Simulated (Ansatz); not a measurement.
# BH3O: the cost of one run

The runs use Ansatz 0.2.0, Gaussian basis; PBE0-D4/def2-TZVP structures, single points in def2-TZVPP, no counterpoise correction.

Levels: SPW92, PBE-D4, BLYP-D4, r2SCAN-D4, B97M-V, PBE0-D4, B3LYP-D4, r2SCAN0-D4, BHLYP-D4, CAM-B3LYP-D4, wB97X-V, wB97M-V, B2PLYP, PBE-QIDH, RPA on PBE, Hartree-Fock, MP2, CCSD, CCSD(T).

Correlated methods freeze the cores. B3LYP uses VWN-RPA correlation. B2PLYP carries no dispersion term here.

94 further runs of the same task are left out: 94 set aside as unsound or not needed.

### Step 1. Starting geometry

The complex: 13 atoms, charge 0, spin multiplicity 1.

Atoms are counted from 1 here; the program's logs count them from 0.

Bond lengths: B1–H4 1.202 Å, B1–H5 1.196 Å, B1–O7 1.348 Å, C2–C3 1.518 Å, C2–H6 1.093 Å, C2–H8 1.093 Å, C2–H9 1.093 Å, C3–H10 1.093 Å, C3–H11 1.093 Å, C3–H12 1.093 Å, O7–H13 0.961 Å. Angles: H4–B1–H5 122.5°, H4–B1–O7 120.7°, H5–B1–O7 116.8°, C3–C2–H6 111.5°, C3–C2–H8 111.3°, C3–C2–H9 111.4°, H6–C2–H8 107.4°, H6–C2–H9 107.7°, H8–C2–H9 107.3°, C2–C3–H10 111.5°, C2–C3–H11 111.5°, C2–C3–H12 111.4°, H10–C3–H11 107.1°, H10–C3–H12 107.5°, H11–C3–H12 107.6°, B1–O7–H13 113.5°.

Coordinates:

```xyz
13
charge 0, multiplicity 1
B    -1.37717    1.68661    0.47746
C     0.85780   -0.90676    0.66231
C     0.66280   -1.31586   -0.78683
H    -2.13033    0.82680    0.10613
H    -1.29173    2.01471    1.62450
H     1.17924    0.13431    0.74414
O    -0.58785    2.33618   -0.40178
H     1.61721   -1.52226    1.15024
H    -0.06677   -1.01523    1.23541
H     0.36156   -2.36283   -0.86956
H    -0.11414   -0.71774   -1.27030
H     1.58196   -1.19103   -1.36428
H    -0.69267    2.03310   -1.30743
```

Its parts: BH₃O holds atoms 1, 4, 5, 7, 13; C₂H₆ holds atoms 2, 3, 6, 8, 9, 10, 11, 12. Each part counts its atoms afresh in its own runs.

### Step 2. Relaxing BH₃O alone

File relax-a/in.yaml:

```yaml
crystal:
  periodic: [false, false, false]
  atoms:
    - {symbol: B, position_ang: [-1.377167, 1.686610, 0.477464]}
    - {symbol: H, position_ang: [-2.130327, 0.826802, 0.106127]}
    - {symbol: H, position_ang: [-1.291732, 2.014712, 1.624497]}
    - {symbol: O, position_ang: [-0.587849, 2.336182, -0.401782]}
    - {symbol: H, position_ang: [-0.692674, 2.033105, -1.307433]}
basis:
  gaussian: {orbitals: def2-TZVP}
hamiltonian: {xc: pbe0, dispersion: d4}
relax: {f_tol: 0.005, max_steps: 200}
```

Command:

```sh
> ansatz run in.yaml --threads 4 --pin off --events-out ev --progress --plain --max-ram 9574MiB
```

What time and memory should one allow on 4 threads of Intel Xeon at 2.50GHz, shared host?

About 4.9 s, with a peak of 0.54 GiB.
